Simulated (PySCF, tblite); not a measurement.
**CH11GeNSi2: geometry, infrared bands and NMR shifts**

What infrared bands and NMR shifts should CH11GeNSi2 (`CN[SiH2][GeH2][SiH3]`) show?

Computed with tblite 0.8.0 and PySCF 2.14.0, with density-fitted response routines of our own, on a single molecule in the gas phase. Atoms are numbered from 0 throughout.

### Step 1. Starting geometry

16 atoms, charge 0, multiplicity 1; geometry from: force field or distance geometry start.

Bonds of the start (Å): C0–N1 1.45, N1–Si2 1.79, Si2–Ge3 2.32, Ge3–Si4 2.33, C0–H5 1.12, C0–H6 1.12, C0–H7 1.12, N1–H8 1.05, Si2–H9 1.48, Si2–H10 1.46, Ge3–H11 1.54, Ge3–H12 1.55, Si4–H13 1.47, Si4–H14 1.46, Si4–H15 1.47.

### Step 2. Optimising the geometry with GFN2-xTB

Job settings and geometry (Å):

```
{"job": {"kind": "relax", "xc": "GFN2-xTB", "basis": "xTB"}, "charge": 0, "multiplicity": 1}
C     -2.155400    -0.428200     0.405300
N     -1.055500    -1.360200     0.287000
Si    -0.045100    -0.971000    -1.143800
Ge     1.025000     1.060400    -0.833800
Si     2.076100     1.007200     1.240300
H     -2.795900    -0.703200     1.277100
H     -2.802800    -0.449400    -0.508000
H     -1.780600     0.611000     0.578600
H     -1.448400    -2.318500     0.132400
H     -0.911600    -0.891600    -2.338400
H      0.951600    -2.021100    -1.340800
H      2.066700     1.270500    -1.946800
H     -0.020600     2.202200    -0.832800
H      2.760900     2.291300     1.461900
H      3.057800    -0.074900     1.255100
H      1.070100     0.784400     2.295200
```

Launch:

```console
$ OMP_NUM_THREADS=1 python probes_run.py task.json out
```

The driver reads the jobs from task.json and runs them one after another.

**Question.** This job is followed by: GFN2-xTB harmonic vibrations, gas phase; GIAO PBE0/pcSseg-1 NMR shielding, non-relativistic, gas phase. What will the session give for the following? strongest single infrared mode (GFN2-xTB); zero-point energy (GFN2-xTB); 13C shifts against TMS (PBE0/pcSseg-1); 1H shifts against TMS (PBE0/pcSseg-1, means over atoms taken as alike); 15N shifts against NH3 (PBE0/pcSseg-1); 29Si shifts against TMS (PBE0/pcSseg-1); 73Ge shifts against GeMe4 (PBE0/pcSseg-1).

**Answer**, as computed:

| quantity | value |
| --- | --- |
| strongest single infrared mode (GFN2-xTB) | 632 cm⁻¹, 781 km/mol |
| zero-point energy (GFN2-xTB) | 67.6 kcal/mol |
| 13C shifts against TMS (PBE0/pcSseg-1) | 35.2 ppm |
| 1H shifts against TMS (PBE0/pcSseg-1, means over atoms taken as alike) | 5.23, 3.70, 3.09, 2.77, -0.28 ppm |
| 15N shifts against NH3 (PBE0/pcSseg-1) | 12.3 ppm |
| 29Si shifts against TMS (PBE0/pcSseg-1) | -36.0, -108.2 ppm |
| 73Ge shifts against GeMe4 (PBE0/pcSseg-1) | -434 ppm |

Over 110 steps the energy fell by 0.428 eV; of the close pairs, N1–Si2 changed most, 1.794 to 1.721 Å. All 42 modes are real, so the xTB geometry is a minimum. The strongest single mode, at 632 cm⁻¹, moves mainly H12. GFN2-xTB is a fitted tight-binding method: band positions and strengths are rough. Its intensities can rank the bands wrongly. At PBE0/pcSseg-1: Shielding is most anisotropic at Si2 (span 150 ppm, paramagnetic term -495 ppm). Spin-orbit coupling is left out, which matters for shieldings and couplings at and beside the heavy atoms.
